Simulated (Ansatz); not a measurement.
# KCaCl3: the cost of one run

Program: Ansatz 0.2.0. Level of theory: DFT LDA, scalar-relativistic, plane waves, PAW. These are calculated values, not measurements.

## 1. Starting point

It takes space group Pm-3m (No. 221, cubic). Conventional cell: a = 5.394 Å, b = 5.394 Å, c = 5.394 Å, α = 90.00°, β = 90.00°, γ = 90.00°. Around K (site symmetry m-3m) lie 12 Cl at 3.81 Å. Ca (site symmetry m-3m) has 6 Cl at 2.70 Å as nearest neighbours. Around Cl (site symmetry 4/mmm) lie 2 Ca at 2.70 Å and 4 K at 3.81 Å.

Coordinates:

```cif
data_structure
_symmetry_space_group_name_H-M 'Pm-3m'
_symmetry_Int_Tables_number 221
_cell_length_a 5.3935
_cell_length_b 5.3935
_cell_length_c 5.3935
_cell_angle_alpha 90.000
_cell_angle_beta 90.000
_cell_angle_gamma 90.000
_cell_volume 156.90
loop_
_atom_site_label
_atom_site_type_symbol
_atom_site_symmetry_multiplicity
_atom_site_Wyckoff_symbol
_atom_site_fract_x
_atom_site_fract_y
_atom_site_fract_z
_atom_site_occupancy
K1 K 1 a 0.00000 0.00000 0.00000 1
Ca1 Ca 1 b 0.50000 0.50000 0.50000 1
Cl1 Cl 3 c 0.00000 0.50000 0.50000 1
```

Source of the structure: the Materials Project (structure only).

## 2. Probe: one point at the start

File input.yaml:

```yaml
crystal:
  lattice:
    - [5.393523, 0.0, 0.0]
    - [0.0, 5.393523, 0.0]
    - [0.0, 0.0, 5.393523]
  atoms:
    - { symbol: K, position: [0.0, 0.0, 0.0] }
    - { symbol: Ca, position: [0.5, 0.5, 0.5] }
    - { symbol: Cl, position: [0.0, 0.5, 0.5] }
    - { symbol: Cl, position: [0.5, 0.0, 0.5] }
    - { symbol: Cl, position: [0.5, 0.5, 0.0] }
basis:
  ecutwfc: 420
kpoints:
  mp_grid: { grid: [4, 4, 4] }
hamiltonian:
  xc: lda
scf:
  occupations: { method: gaussian, width: 0.1 }
output:
  forces: true
  stress: true
  eigenvalues: true
```

**Question.** How long does this run take on 1 thread of an Arm CPU, shared host, and how much memory does it need?

About 2.7 s, with a peak of 0.35 GiB.
